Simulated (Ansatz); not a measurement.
# SnAsH₅ (SMILES [AsH2][SnH3]): single points off equilibrium

One table from this session's results is given with a row withheld; the runs are named, their logs left out.

Computed with Ansatz 0.2.0, Gaussian basis. Level: single points in def2-TZVPP.

Correlated methods freeze the cores. Filled d shells of the heavier atoms are correlated. Core potentials replace the inner electrons past krypton, and spin-orbit coupling is left out. B3LYP uses VWN-RPA correlation.

## Starting geometry

SMILES `[AsH2][SnH3]`, 7 atoms, charge 0, spin multiplicity 1.

Atoms are counted from 1 here; the program's logs count them from 0.

Bond lengths: As1–Sn2 2.518 Å, As1–H3 1.597 Å, As1–H4 1.387 Å, Sn2–H5 1.946 Å, Sn2–H6 1.650 Å, Sn2–H7 1.540 Å. Angles: Sn2–As1–H3 90.7°, Sn2–As1–H4 94.6°, H3–As1–H4 95.8°, As1–Sn2–H5 116.6°, As1–Sn2–H6 113.0°, As1–Sn2–H7 120.9°, H5–Sn2–H6 97.5°, H5–Sn2–H7 99.2°, H6–Sn2–H7 106.3°.

Coordinates:

```mol
AsH5Sn
  3D, bonds by distance, orders not assigned

  7  6  0  0  0  0  0  0  0  0999 V2000
   -0.9795   -1.4123    0.4092 As  0  0
    0.1756    0.7857   -0.0110 Sn  0  0
    0.3783   -2.0406    0.9667 H   0  0
   -0.8221   -1.8701   -0.8902 H   0  0
   -0.8097    2.1047   -1.0484 H   0  0
    0.3635    1.6864    1.3587 H   0  0
    1.5227    0.8429   -0.7547 H   0  0
  1  2  8  0
  1  3  8  0
  1  4  8  0
  2  5  8  0
  2  6  8  0
  2  7  8  0
M  END
```

Set-up of the first run:

The input, run/in.yaml:

```yaml
crystal:
  periodic: [false, false, false]
  atoms:
    - {symbol: As, position_ang: [-0.979500, -1.412300, 0.409200]}
    - {symbol: Sn, position_ang: [0.175600, 0.785700, -0.011000]}
    - {symbol: H, position_ang: [0.378300, -2.040600, 0.966700]}
    - {symbol: H, position_ang: [-0.822100, -1.870100, -0.890200]}
    - {symbol: H, position_ang: [-0.809700, 2.104700, -1.048400]}
    - {symbol: H, position_ang: [0.363500, 1.686400, 1.358700]}
    - {symbol: H, position_ang: [1.522700, 0.842900, -0.754700]}
basis:
  gaussian: {orbitals: def2-TZVPP}
correlation: {method: ccsd_t}
output: {forces: true}
```

The command line of these runs was not kept.

Steps of the session up to this table: CCSD(T)/def2-TZVPP; PBE0-D4/def2-TZVPP; wB97M-V/def2-TZVPP; r2SCAN-D4/def2-TZVPP; PBE-D4/def2-TZVPP; CAM-B3LYP-D4/def2-TZVPP; B3LYP-D4/def2-TZVPP.

One table of the session follows, with a row left open; its other results are not shown here.

```
      method  RMS force component (eV/Å)  angle to CCSD(T) forces (°)  dipole (D)
     CCSD(T)                       1.616                    reference        1.37
     PBE0-D4                           ?                            ?           ?
     wB97M-V                       1.636                          0.5        1.42
   r2SCAN-D4                       1.633                          2.5        1.39
      PBE-D4                       1.674                          6.9        1.36
CAM-B3LYP-D4                       1.637                          0.9        1.42
    B3LYP-D4                       1.654                          4.1        1.42
```

Estimate the missing values for PBE0-D4.

**Answer.** RMS force component (eV/Å): 1.656; angle to CCSD(T) forces (°): 2.5; dipole (D): 1.40. In the column «RMS force component (eV/Å)» it lies between B3LYP-D4 (1.654) and PBE-D4 (1.674).
